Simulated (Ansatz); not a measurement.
# SiW3: the cost of one run

Method: DFT r2SCAN, scalar-relativistic, plane waves, PAW, in Ansatz 0.2.0.

### Step 1. Starting point

The structure is cubic, space group Im-3m (No. 229). The conventional cell has a = 5.178 Å, b = 5.178 Å, c = 5.178 Å, α = 90.00°, β = 90.00°, γ = 90.00°. Around Si (site symmetry m-3m) lie 6 W at 2.59 Å. Around W (site symmetry 4/mmm) lie 2 Si at 2.59 Å and 4 W at 2.59 Å.

Structure file:

```
Si W
1.0
    -2.58915    2.58915    2.58915
     2.58915   -2.58915    2.58915
     2.58915    2.58915   -2.58915
Si W
1 3
Direct
  0.00000 0.00000 0.00000
  0.50000 0.50000 0.00000
  0.50000 0.00000 0.50000
  0.00000 0.50000 0.50000
```

It goes back to an entry of the Materials Project, which need not be the stable form.

It is the result of an earlier relaxation at this level (volume 17.36 Å³/atom; gap on the mesh: none (metal)).

### Step 2. Next: a strain scan

The cell is strained by ε times the Voigt pattern (0, 0, 1, 0, 0, 0) (xx, yy, zz, yz, xz, xy; engineering shear), with fractional coordinates fixed (clamped ions). The stress on the pattern is the sum of the stress components weighted by it, tension positive.

### Step 3. ε = -0.0600

Input file input.yaml:

```yaml
crystal:
  lattice:
    - [-2.5891531054, 2.5891531054, 2.4338039191]
    - [2.5891531054, -2.5891531054, 2.4338039191]
    - [2.5891531054, 2.5891531054, -2.4338039191]
  atoms:
    - { symbol: Si, position: [0.0, 0.0, 0.0] }
    - { symbol: W, position: [0.5, 0.5, 0.0] }
    - { symbol: W, position: [0.5, 0.0, 0.5] }
    - { symbol: W, position: [0.0, 0.5, 0.5] }
basis:
  ecutwfc: 500
kpoints:
  mp_grid: { grid: [14, 14, 14] }
hamiltonian:
  xc: r2scan
scf:
  occupations: { method: gaussian, width: 0.15 }
output:
  forces: true
  stress: true
  eigenvalues: true
```

The run is started by

```sh
$ ansatz run input.yaml --threads 1 --pin off --max-ram 2560MiB --backend cpu --events-out ev --progress --plain --runs-dir out
```

**Question.** How long does this run take on 1 thread of AMD EPYC 9R45 (Zen 5), shared host, and how much memory does it need?

About 20 s, with a peak of 0.9 GiB.
